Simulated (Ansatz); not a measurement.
# GdBr3 (BiF3 type): response to moved atoms and strain

How does GdBr3 (BiF3 type) push back when it is distorted? Each run changes the relaxed cell in one way. The cell was built by placing the elements on the sites of a structure type; the runs don't test whether it is the stable form.

Computed with Ansatz 0.2.0 (DFT PBEsol, scalar-relativistic, plane waves, PAW, unless a step's input says otherwise).

**1. Starting point**

The structure is cubic, space group Fm-3m (No. 225). The conventional cell has a = 7.297 Å, b = 7.297 Å, c = 7.297 Å, α = 90.00°, β = 90.00°, γ = 90.00°. Gd (site symmetry m-3m) has 8 Br at 3.16 Å as nearest neighbours. Br (site symmetry m-3m) has 8 Br at 3.16 Å as nearest neighbours. Br (site symmetry -43m) has 4 Gd at 3.16 Å and 4 Br at 3.16 Å as nearest neighbours.

Coordinates:

```cif
data_structure
_symmetry_space_group_name_H-M 'Fm-3m'
_symmetry_Int_Tables_number 225
_cell_length_a 7.2971
_cell_length_b 7.2971
_cell_length_c 7.2971
_cell_angle_alpha 90.000
_cell_angle_beta 90.000
_cell_angle_gamma 90.000
_cell_volume 388.55
loop_
_atom_site_label
_atom_site_type_symbol
_atom_site_symmetry_multiplicity
_atom_site_Wyckoff_symbol
_atom_site_fract_x
_atom_site_fract_y
_atom_site_fract_z
_atom_site_occupancy
Gd1 Gd 4 a 0.00000 0.00000 0.00000 1
Br1 Br 4 b 0.50000 0.00000 0.00000 1
Br2 Br 8 c 0.25000 0.75000 0.75000 1
```

An earlier run at PBEsol left this cell at 24.284 Å³/atom and -0.07 GPa (8×8×8 mesh).

The changes: atom 3 (Br) moved 0.08 Å along z; strain e4 = +0.01, atoms carried along.

**2. Atom 3 (Br) moved 0.08 Å along z**

The input, input.yaml:

```yaml
crystal:
  lattice:
    - [0.0, 3.6485392465, 3.6485392465]
    - [3.6485392465, 0.0, 3.6485392465]
    - [3.6485392465, 3.6485392465, 0.0]
  atoms:
    - { symbol: Gd, position: [0.0, 0.0, 0.0], spin: 7.56 }
    - { symbol: Br, position: [0.5, 0.5, 0.5] }
    - { symbol: Br, position: [0.2609632917, 0.2609632917, 0.2390367083] }
    - { symbol: Br, position: [0.75, 0.75, 0.75] }
basis:
  ecutwfc: 420
  ecutrho_ratio: 4
kpoints:
  mp_grid: { grid: [8, 8, 8] }
hamiltonian:
  xc: pbesol
scf:
  occupations: { method: gaussian, width: 0.05 }
  lower_state_search: "off"
output:
  forces: true
  stress: true
  eigenvalues: true
  populations: true
magnetization:
  spin_polarized: true
checkpoint:
  read: start.run
  write: ck
  compress: false
  write_wavefunctions: false
  write_every: 100000
```

start.run holds the converged state of the cell before the atoms were moved.

Command:

```bash
> ansatz run input.yaml --threads 4 --pin off --max-ram 4096MiB --backend cpu --events-out ev --progress --plain --runs-dir out
```

The runs that follow: Strain e4 = +0.01, atoms carried along.

Before running it: what results should come out? Wanted: for each run, change; change of free energy; largest force; largest change of stress.

As calculated:

| change | change of free energy (meV/atom) | largest force (eV/Å) | largest change of stress (GPa) |
| --- | --- | --- | --- |
| atom 3 (Br) moved 0.08 Å along z | 3.84 | 0.385 | 0.63 |
| strain e4 = +0.01, atoms carried along | 0.29 | 0.048 | 0.39 |

Moving atom 3 by 0.08 Å meets a restoring force of 0.385 eV/Å along the move, a force constant of about 4.8 eV/Å². The strain e4 = +0.01 changes that stress component by -0.39 GPa (compression positive), a ratio of 39 GPa; that is a secant over a finite strain with the atoms carried along, not the elastic constant. No change lowers the energy by more than 0.5 meV/atom; other distortions weren't tried. No U or exact exchange acts on the open f shell of Gd, so the gap holds for this level alone and is likely too small. Spin–orbit coupling is left out, though the cell holds Gd; it splits the 4f levels.
